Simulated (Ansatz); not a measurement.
# SiF4 + H2O: a complex and its separated parts, part 2 of 2

Ansatz 0.2.0, Gaussian basis. Earlier steps stand in the parts before.

### Step 13. CAM-B3LYP-D4/def2-TZVPP

The inputs:

parta/in.yaml

```yaml
crystal:
  periodic: [false, false, false]
  atoms:
    - {symbol: Si, position_ang: [-0.985096, -0.512228, -0.275444]}
    - {symbol: F, position_ang: [-0.335004, -1.100151, 1.017200]}
    - {symbol: F, position_ang: [0.056934, -0.534253, -1.438582]}
    - {symbol: F, position_ang: [-2.226151, -1.373490, -0.671962]}
    - {symbol: F, position_ang: [-1.436186, 0.958969, -0.008441]}
basis:
  gaussian: {orbitals: def2-TZVPP}
hamiltonian: {xc: {name: CAM-B3LYP}, dispersion: d4}
```

partb/in.yaml

```yaml
crystal:
  periodic: [false, false, false]
  atoms:
    - {symbol: H, position_ang: [1.707372, 0.610244, 1.203568]}
    - {symbol: O, position_ang: [1.279929, 0.994945, 0.435416]}
    - {symbol: H, position_ang: [1.938102, 0.955862, -0.261755]}
basis:
  gaussian: {orbitals: def2-TZVPP}
hamiltonian: {xc: {name: CAM-B3LYP}, dispersion: d4}
```

Each run has its own folder and the same command.

Command:

```sh
ansatz run in.yaml --threads 8 --pin off --events-out ev --progress --plain --max-ram 19148MiB
```

Output in parta, cut to the lines that bear on the results:

```text
Functional definition: CAM-B3LYP
  name "CAM-B3LYP"
  cite "Yanai, Tew & Handy, Chem. Phys. Lett. 393, 51 (2004) doi:10.1016/j.cplett.2004.06.011"
  cite "Iikura, Tsuneda, Yanai & Hirao, J. Chem. Phys. 115, 3540 (2001) doi:10.1063/1.1383587"
  cite "Becke, Phys. Rev. A 38, 3098 (1988) doi:10.1103/PhysRevA.38.3098"
  cite "Lee, Yang & Parr, Phys. Rev. B 37, 785 (1988) doi:10.1103/PhysRevB.37.785"
[...]
  # Exact exchange under (alpha + beta erf(omega r))/r, Becke's under what is left of 1/r.
[...]
915 factors; their error is unknown
171 factors; integrals over basis functions are off by at most 4.0e-6 eV
[...]
mean field -18755.95404791 eV, -689.2685980184 hartree, gradient 4.7e-5 eV, S^2 0.000000; 0 other end points of the search recorded, 0 dependent functions left out
reference -18755.95413282 eV, -689.2686011390 hartree; 25, 25 occupied and 141, 141 virtual orbitals, 915 factors
Total energy: -18756.02511739 eV, -689.2712097736 hartree
```

partb printed, cut to the lines that bear on the results:

```text
[... 6 set-up lines as earlier in the session ...]
[...]
  # Exact exchange under (alpha + beta erf(omega r))/r, Becke's under what is left of 1/r.
[...]
269 factors; their error is unknown
72 factors; integrals over basis functions are off by at most 1.6e-5 eV
[...]
mean field -2079.99968629 eV, -76.4385785966 hartree, gradient 1.1e-5 eV, S^2 0.000000; 0 other end points of the search recorded, 0 dependent functions left out
reference -2079.99975371 eV, -76.4385810745 hartree; 5, 5 occupied and 54, 54 virtual orbitals, 269 factors
Total energy: -2080.00381962 eV, -76.4387304939 hartree
```

Wall times: 0.75 s (parta), 0.2 s (partb) on 8 threads of Arm Neoverse V1, shared host.

### Step 14. wB97X-V/def2-TZVPP

Each input of step 13 (parta, partb) changes in the same lines:

```diff
-hamiltonian: {xc: {name: CAM-B3LYP}, dispersion: d4}
+hamiltonian: {xc: {name: wB97X-V}}
```

Each run has its own folder and the same command.

Command:

```sh
ansatz run in.yaml --threads 8 --pin off --events-out ev --progress --plain --max-ram 19148MiB
```

parta printed, cut to the lines that bear on the results:

```text
Functional definition: wB97X-V
  name "wB97X-V"
  cite "Mardirossian & Head-Gordon, Phys. Chem. Chem. Phys. 16, 9904 (2014) doi:10.1039/C3CP54374A"
[... 2 set-up lines as earlier in the session ...]
[...]
      + integral(e_c_pw_opposite_spin*poly(b97_u_opposite, cos0, cos1)) + vv10(b, c)
915 factors; their error is unknown
160 factors; integrals over basis functions are off by at most 2.7e-6 eV
[...]
mean field -18752.91104602 eV, -689.1567697617 hartree, gradient 5.6e-5 eV, S^2 0.000000; 0 other end points of the search recorded, 0 dependent functions left out
reference -18752.91104471 eV, -689.1567697135 hartree; 25, 25 occupied and 141, 141 virtual orbitals, 915 factors
Total energy: -18752.91104471 eV, -689.1567697135 hartree
```

Output in partb, cut to the lines that bear on the results:

```text
[... 5 set-up lines as earlier in the session ...]
[...]
      + integral(e_c_pw_opposite_spin*poly(b97_u_opposite, cos0, cos1)) + vv10(b, c)
269 factors; their error is unknown
69 factors; integrals over basis functions are off by at most 2.2e-5 eV
[...]
mean field -2079.88767188 eV, -76.4344621431 hartree, gradient 2.2e-5 eV, S^2 0.000000; 0 other end points of the search recorded, 0 dependent functions left out
reference -2079.88767098 eV, -76.4344621101 hartree; 5, 5 occupied and 54, 54 virtual orbitals, 269 factors
Total energy: -2079.88767098 eV, -76.4344621101 hartree
```

They took 1.6 s (parta), 0.3 s (partb) on 8 threads of Arm Neoverse V1, shared host.

### Step 15. wB97M-V/def2-TZVPP

The same edit goes into each in.yaml of step 14 (parta, partb):

```diff
-hamiltonian: {xc: {name: wB97X-V}}
+hamiltonian: {xc: {name: wB97M-V}}
```

Each run has its own folder and the same command.

Command:

```sh
ansatz run in.yaml --threads 8 --pin off --events-out ev --progress --plain --max-ram 19148MiB
```

Output in parta, cut to the lines that bear on the results:

```text
Functional definition: wB97M-V
  name "wB97M-V"
  cite "Mardirossian & Head-Gordon, J. Chem. Phys. 144, 214110 (2016) doi:10.1063/1.4952647"
[... 2 set-up lines as earlier in the session ...]
  # Of w^i u^j: cxij and so on, Table III.
[...]
  gx(w, u) = 1 - cx + cx01*u + cx10*w
[...]
      + integral(e_c_pw_mod_opposite_spin*gos(b97_w_opposite, b97_u_opposite)) + vv10(b, c)
915 factors; their error is unknown
160 factors; integrals over basis functions are off by at most 2.7e-6 eV
[...]
mean field -18755.11110737 eV, -689.2376205249 hartree, gradient 5.6e-6 eV, S^2 0.000000; 0 other end points of the search recorded, 0 dependent functions left out
reference -18755.11114002 eV, -689.2376217246 hartree; 25, 25 occupied and 141, 141 virtual orbitals, 915 factors
Total energy: -18755.11114002 eV, -689.2376217246 hartree
```

partb printed, cut to the lines that bear on the results:

```text
[... 5 set-up lines as earlier in the session ...]
  # Of w^i u^j: cxij and so on, Table III.
[...]
  gx(w, u) = 1 - cx + cx01*u + cx10*w
[...]
      + integral(e_c_pw_mod_opposite_spin*gos(b97_w_opposite, b97_u_opposite)) + vv10(b, c)
269 factors; their error is unknown
69 factors; integrals over basis functions are off by at most 2.2e-5 eV
[...]
mean field -2079.85938267 eV, -76.4334225340 hartree, gradient 2.9e-5 eV, S^2 0.000000; 0 other end points of the search recorded, 0 dependent functions left out
reference -2079.85940468 eV, -76.4334233428 hartree; 5, 5 occupied and 54, 54 virtual orbitals, 269 factors
Total energy: -2079.85940468 eV, -76.4334233428 hartree
```

Wall times: 2.1 s (parta), 0.3 s (partb) on 8 threads of Arm Neoverse V1, shared host.

### Step 16. B2PLYP/def2-TZVPP

The same edit goes into each in.yaml of step 15 (parta, partb):

```diff
-hamiltonian: {xc: {name: wB97M-V}}
+hamiltonian: {xc: {name: B2PLYP}}
```

One command serves all of them, each in its own folder.

Command:

```sh
ansatz run in.yaml --threads 8 --pin off --events-out ev --progress --plain --max-ram 19148MiB
```

Output in parta, cut to the lines that bear on the results:

```text
Functional definition: B2PLYP
  name "B2PLYP"
  cite "Grimme, J. Chem. Phys. 124, 034108 (2006) doi:10.1063/1.2148954"
[... 2 set-up lines as earlier in the session ...]
[...]
1077 factors; integrals over basis functions are off by at most 7.7e-4 eV
[...]
mean field -18739.76920382 eV, -688.6738159686 hartree, gradient 1.1e-6 eV, S^2 0.000000; 0 other end points of the search recorded, 0 dependent functions left out
9 core orbitals not correlated: weight in the atoms' cores, before any rotation towards them, 1.000 or more for the frozen orbitals, at most 0.000 for the correlated occupied ones
reference -18739.76930771 eV, -688.6738197865 hartree; 16, 16 occupied and 141, 141 virtual orbitals, 1077 factors
second order -35.33847913 eV of doubles, -0.00000000 eV of singles
Total energy: -18749.31069708 eV, -689.0244593783 hartree
```

Log of partb, cut to the lines that bear on the results:

```text
[... 5 set-up lines as earlier in the session ...]
[...]
361 factors; integrals over basis functions are off by at most 7.6e-4 eV
[...]
mean field -2077.03829510 eV, -76.3297494779 hartree, gradient 8.4e-7 eV, S^2 0.000000; 0 other end points of the search recorded, 0 dependent functions left out
1 core orbitals not correlated: weight in the atoms' cores, before any rotation towards them, 1.000 or more for the frozen orbitals, at most 0.000 for the correlated occupied ones
reference -2077.03838013 eV, -76.3297526025 hartree; 4, 4 occupied and 54, 54 virtual orbitals, 361 factors
second order -8.41866880 eV of doubles, -0.00000000 eV of singles
Total energy: -2079.31142070 eV, -76.4132853029 hartree
```

They took 1.3 s (parta), 0.2 s (partb) on 8 threads of Arm Neoverse V1, shared host.

### Step 17. PBE-QIDH/def2-TZVPP

The same edit goes into each in.yaml of step 16 (parta, partb):

```diff
-hamiltonian: {xc: {name: B2PLYP}}
+hamiltonian: {xc: {name: PBE-QIDH}}
```

One command serves all of them, each in its own folder.

Command:

```sh
ansatz run in.yaml --threads 8 --pin off --events-out ev --progress --plain --max-ram 19148MiB
```

Log of parta, cut to the lines that bear on the results:

```text
Functional definition: PBE-QIDH
  name "PBE-QIDH"
  cite "Brémond, Sancho-García, Pérez-Jiménez & Adamo, J. Chem. Phys. 141, 031101 (2014) doi:10.1063/1.4890314"
[... 1 set-up line as earlier in the session ...]
[...]
1077 factors; integrals over basis functions are off by at most 7.7e-4 eV
[...]
mean field -18729.93571993 eV, -688.3124421010 hartree, gradient 1.7e-6 eV, S^2 0.000000; 0 other end points of the search recorded, 0 dependent functions left out
9 core orbitals not correlated: weight in the atoms' cores, before any rotation towards them, 1.000 or more for the frozen orbitals, at most 0.000 for the correlated occupied ones
reference -18729.93572642 eV, -688.3124423397 hartree; 16, 16 occupied and 141, 141 virtual orbitals, 1077 factors
second order -33.11277058 eV of doubles, -0.00000000 eV of singles
Total energy: -18740.97331662 eV, -688.7180662978 hartree
```

Log of partb, cut to the lines that bear on the results:

```text
[... 4 set-up lines as earlier in the session ...]
[...]
361 factors; integrals over basis functions are off by at most 7.6e-4 eV
[...]
mean field -2075.58438002 eV, -76.2763190843 hartree, gradient 2.2e-6 eV, S^2 0.000000; 0 other end points of the search recorded, 0 dependent functions left out
1 core orbitals not correlated: weight in the atoms' cores, before any rotation towards them, 1.000 or more for the frozen orbitals, at most 0.000 for the correlated occupied ones
reference -2075.58438552 eV, -76.2763192861 hartree; 4, 4 occupied and 54, 54 virtual orbitals, 361 factors
second order -7.85894535 eV of doubles, -0.00000000 eV of singles
Total energy: -2078.20403397 eV, -76.3725895910 hartree
```

Times: 1.3 s (parta), 0.2 s (partb) on 8 threads of Arm Neoverse V1, shared host.

### Step 18. RPA on PBE/def2-TZVPP

Each input of step 17 (parta, partb) changes in the same lines:

```diff
-hamiltonian: {xc: {name: PBE-QIDH}}
+hamiltonian: {xc: pbe}
+correlation: {method: rpa}
```

Each run has its own folder and the same command.

Command:

```sh
ansatz run in.yaml --threads 8 --pin off --events-out ev --progress --plain --max-ram 19148MiB
```

parta printed, cut to the lines that bear on the results:

```text
[... 4 set-up lines as earlier in the session ...]
[...]
1077 factors; integrals over basis functions are off by at most 7.7e-4 eV
[...]
mean field -18743.43655089 eV, -688.8085884875 hartree, gradient 1.0e-6 eV, S^2 0.000000; 0 other end points of the search recorded, 0 dependent functions left out
9 core orbitals not correlated: weight in the atoms' cores, before any rotation towards them, 1.000 or more for the frozen orbitals, at most 0.000 for the correlated occupied ones
reference -18697.38424177 eV, -687.1161973430 hartree; 16, 16 occupied and 141, 141 virtual orbitals, 1077 factors
Total energy: -18741.70692764 eV, -688.7450260054 hartree
```

Output in partb, cut to the lines that bear on the results:

```text
[... 4 set-up lines as earlier in the session ...]
[...]
361 factors; integrals over basis functions are off by at most 7.6e-4 eV
[...]
mean field -2078.40753830 eV, -76.3800682373 hartree, gradient 2.1e-6 eV, S^2 0.000000; 0 other end points of the search recorded, 0 dependent functions left out
1 core orbitals not correlated: weight in the atoms' cores, before any rotation towards them, 1.000 or more for the frozen orbitals, at most 0.000 for the correlated occupied ones
reference -2069.53700522 eV, -76.0540821592 hartree; 4, 4 occupied and 54, 54 virtual orbitals, 361 factors
Total energy: -2080.48259337 eV, -76.4563251048 hartree
```

Wall times: 1.2 s (parta), 0.2 s (partb) on 8 threads of Arm Neoverse V1, shared host.

### Step 19. CCSD(T)/def2-TZVPP

The same edit goes into each in.yaml of step 18 (parta, partb):

```diff
-hamiltonian: {xc: pbe}
-correlation: {method: rpa}
+correlation: {method: ccsd_t}
```

One command serves all of them, each in its own folder.

Command:

```sh
ansatz run in.yaml --threads 8 --pin off --events-out ev --progress --plain --max-ram 19148MiB
```

Output in parta, cut to the lines that bear on the results:

```text
Functional definition: HF
  name "HF"
  cite "Fock, Z. Phys. 61, 126 (1930) doi:10.1007/BF01340294"
[... 1 set-up line as earlier in the session ...]
[...]
1077 factors; integrals over basis functions are off by at most 7.7e-4 eV
[...]
mean field -18699.14024137 eV, -687.1807291379 hartree, gradient 2.1e-6 eV, S^2 0.000000; 0 other end points of the search recorded, 0 dependent functions left out
9 core orbitals not correlated: weight in the atoms' cores, before any rotation towards them, 1.000 or more for the frozen orbitals, at most 0.000 for the correlated occupied ones
reference -18699.14024137 eV, -687.1807291379 hartree; 16, 16 occupied and 141, 141 virtual orbitals, 1077 factors
second order -29.98048134 eV of doubles, -0.00000000 eV of singles
cycle   1  -29.38964031 eV  change    5.9e-1 eV  update   1.0e-1
[...]
cycle   9  -30.00174130 eV  change    2.3e-6 eV  update   3.6e-6
perturbative correction -0.82431000 eV, -0.0302928339 hartree
Total energy: -18729.96629267 eV, -688.3135656285 hartree
```

Log of partb, cut to the lines that bear on the results:

```text
[... 4 set-up lines as earlier in the session ...]
[...]
361 factors; integrals over basis functions are off by at most 7.6e-4 eV
[...]
mean field -2069.76244553 eV, -76.0623669377 hartree, gradient 3.6e-6 eV, S^2 0.000000; 0 other end points of the search recorded, 0 dependent functions left out
1 core orbitals not correlated: weight in the atoms' cores, before any rotation towards them, 1.000 or more for the frozen orbitals, at most 0.000 for the correlated occupied ones
reference -2069.76244553 eV, -76.0623669377 hartree; 4, 4 occupied and 54, 54 virtual orbitals, 361 factors
second order -7.10553182 eV of doubles, -0.00000000 eV of singles
cycle   1  -7.11160294 eV  change   -6.1e-3 eV  update   4.1e-2
[...]
cycle   8  -7.26605264 eV  change    3.5e-6 eV  update   7.2e-6
perturbative correction -0.20739918 eV, -0.0076217794 hartree
Total energy: -2077.23589734 eV, -76.3370112264 hartree
```

Times: 18 s (parta), 0.2 s (partb) on 8 threads of Arm Neoverse V1, shared host; peak memory 1.5 GiB.

### Step 20. Vibrations of SiF4

Contents of vib-parta/in.yaml:

```yaml
crystal:
  periodic: [false, false, false]
  atoms:
    - {symbol: Si, position_ang: [-0.985096, -0.512228, -0.275444]}
    - {symbol: F, position_ang: [-0.335004, -1.100151, 1.017200]}
    - {symbol: F, position_ang: [0.056934, -0.534253, -1.438582]}
    - {symbol: F, position_ang: [-2.226151, -1.373490, -0.671962]}
    - {symbol: F, position_ang: [-1.436186, 0.958969, -0.008441]}
basis:
  gaussian: {orbitals: def2-TZVP}
hamiltonian: {xc: pbe0, dispersion: d4}
phonons: {temperatures: {t_min: 298.15, t_max: 900, t_step: 200}}
```

Command:

```sh
ansatz run in.yaml --threads 8 --pin off --events-out ev --progress --plain --max-ram 19148MiB
```

What it wrote, cut to the lines that bear on the results:

```text
[... 5 set-up lines as earlier in the session ...]
[...]
892 factors; their error is unknown
[...]
mean field -18744.19946483 eV, -688.8366250579 hartree, gradient 8.0e-5 eV, S^2 0.000000; 0 other end points of the search recorded, 0 dependent functions left out
[...]
Atom 2 at     0.056934    -0.534253    -1.438582 Å, force    -0.000461    -0.000063     0.000711 eV/Å
Atom 3 at    -2.226151    -1.373490    -0.671962 Å, force     0.000727     0.000642     0.000227 eV/Å
Atom 4 at    -1.436186     0.958969    -0.008441 Å, force     0.000125    -0.000710    -0.000097 eV/Å
Dipole moment:     0.000012     0.000008     0.000005 e Å
Vibrations: 258.01 258.04 381.07 381.08 381.09 795.96 1033.58 1033.60 1033.61 cm⁻¹, zero-point energy 0.344430 eV
```

Run time: 18 s. Hardware: 8 threads of Arm Neoverse V1, shared host.

The modes, with what each moves most:

| mode | wavenumber (cm⁻¹) | character |
| --- | --- | --- |
| 1 | 258 | bend |
| 2 | 258 | bend |
| 3 | 381 | bend |
| 4 | 381 | bend |
| 5 | 381 | bend |
| 6 | 796 | Si–F stretch |
| 7 | 1034 | Si–F stretch |
| 8 | 1034 | Si–F stretch |
| 9 | 1034 | Si–F stretch |

Vibrational sums (real modes only):

| T (K) | entropy (J/mol/K) | heat capacity (J/mol/K) |
| --- | --- | --- |
| 298 | 28.9 | 40.6 |
| 498 | 53.9 | 56.4 |
| 698 | 74.3 | 63.9 |
| 898 | 90.9 | 67.8 |

### Step 21. Vibrations of H2O

Contents of vib-partb/in.yaml:

```yaml
crystal:
  periodic: [false, false, false]
  atoms:
    - {symbol: H, position_ang: [1.707372, 0.610244, 1.203568]}
    - {symbol: O, position_ang: [1.279929, 0.994945, 0.435416]}
    - {symbol: H, position_ang: [1.938102, 0.955862, -0.261755]}
basis:
  gaussian: {orbitals: def2-TZVP}
hamiltonian: {xc: pbe0, dispersion: d4}
phonons: {temperatures: {t_min: 298.15, t_max: 900, t_step: 200}}
```

Command:

```sh
ansatz run in.yaml --threads 8 --pin off --events-out ev --progress --plain --max-ram 19148MiB
```

What it wrote, cut to the lines that bear on the results:

```text
[... 5 set-up lines as earlier in the session ...]
[...]
239 factors; their error is unknown
[...]
mean field -2078.33307685 eV, -76.3773318295 hartree, gradient 1.2e-5 eV, S^2 0.000000; 0 other end points of the search recorded, 0 dependent functions left out
[...]
Total energy: -2078.33734663 eV, -76.3774887408 hartree
Atom 0 at     1.707372     0.610244     1.203568 Å, force     0.000363    -0.000313     0.000605 eV/Å
Atom 1 at     1.279929     0.994945     0.435416 Å, force    -0.000908     0.000354    -0.000059 eV/Å
Atom 2 at     1.938102     0.955862    -0.261755 Å, force     0.000544    -0.000042    -0.000545 eV/Å
Dipole moment:     0.400303    -0.156264     0.026174 e Å
Vibrations: 1622.81 3851.82 3959.56 cm⁻¹, zero-point energy 0.584845 eV
```

It took 0.5 s on 8 threads of Arm Neoverse V1, shared host.

Wavenumbers and character of the modes:

| mode | wavenumber (cm⁻¹) | character |
| --- | --- | --- |
| 1 | 1623 | bend |
| 2 | 3852 | O–H stretch |
| 3 | 3960 | O–H stretch |

Vibrational sums (real modes only):

| T (K) | entropy (J/mol/K) | heat capacity (J/mol/K) |
| --- | --- | --- |
| 298 | 0.0 | 0.2 |
| 498 | 0.4 | 1.7 |
| 698 | 1.4 | 3.9 |
| 898 | 2.6 | 6.1 |

### Step 22. Complex less separated parts

The complex's own energies come from single points at the same levels.

Rows are in def2-TZVPP; times add the 3 runs of a level on a shared host, so small differences are noise.

Differences are taken before rounding.

| method | rung | complex less parts (kcal/mol) | from CCSD(T) (kcal/mol) | time |
| --- | --- | --- | --- | --- |
| SPW92 | LDA | -8.1 | -4.0 | 1.1 s |
| PBE-D4 | GGA | -4.9 | -0.8 | 1.6 s |
| BLYP-D4 | GGA | -4.7 | -0.6 | 1.7 s |
| r2SCAN-D4 | meta-GGA | -5.5 | -1.4 | 3.6 s |
| B97M-V | meta-GGA | -5.2 | -1.2 | 5.7 s |
| PBE0-D4 | hybrid | -4.8 | -0.7 | 2.2 s |
| B3LYP-D4 | hybrid | -4.8 | -0.7 | 2 s |
| r2SCAN0-D4 | hybrid | -5.4 | -1.3 | 4.1 s |
| BHLYP-D4 | hybrid | -5.2 | -1.2 | 2.2 s |
| CAM-B3LYP-D4 | range-separated hybrid | -5.4 | -1.3 | 2.4 s |
| wB97X-V | range-separated hybrid | -5.1 | -1.0 | 5.1 s |
| wB97M-V | range-separated hybrid | -5.4 | -1.4 | 6 s |
| B2PLYP | double hybrid | -3.5 | +0.5 | 4.1 s |
| PBE-QIDH | double hybrid | -4.0 | 0.0 | 4.1 s |
| RPA on PBE | RPA | -3.4 | +0.7 | 4 s |
| Hartree-Fock | wavefunction | -1.8 | +2.2 |  |
| MP2 | wavefunction | -3.9 | +0.2 |  |
| CCSD | wavefunction | -3.7 | +0.4 |  |
| CCSD(T) | wavefunction | -4.1 | 0 | 2 min |

Among the levels timed on like hardware and quicker than the yardstick, those that no quicker one beats, quickest first: SPW92 (1.1 s, -4.0 kcal/mol); PBE-D4 (1.6 s, -0.8 kcal/mol); BLYP-D4 (1.7 s, -0.6 kcal/mol); PBE-QIDH (4.1 s, 0.0 kcal/mol).

PBE-QIDH reaches 0.0 kcal/mol from the reference in 4.1 s, where CCSD(T) took 2 min; the quickest level in the cost chart, SPW92, takes 1.1 s and misses by 4.0 kcal/mol.

The complex's zero-point energy, from a separate PBE0-D4 run, is 0.988 eV.

### Step 23. Results

This closing draws on all 2 parts.

| quantity | value |
| --- | --- |
| complex less parts, CCSD(T)/def2-TZVPP | -4.1 kcal/mol |
| with zero-point energy | -2.7 kcal/mol |
| largest T1 diagnostic | 0.011 |

What this shows: At CCSD(T) the complex lies 4.1 kcal/mol below its parts. Among the functionals PBE-QIDH lands nearest to CCSD(T) (0.0 kcal/mol) and SPW92 farthest (-4.0 kcal/mol). Mean unsigned error by rung: LDA 4.0, GGA 0.7, meta-GGA 1.3, hybrid 1.0, range-separated hybrid 1.2, double hybrid 0.3 kcal/mol. PBE-D4 gives a relative energy 0.8 kcal/mol too low, inside chemical accuracy (1 kcal/mol). No counterpoise was applied, and triple zeta lacks some correlation, so the CCSD(T) reference has a basis error of its own, and close matches with it are partly luck.
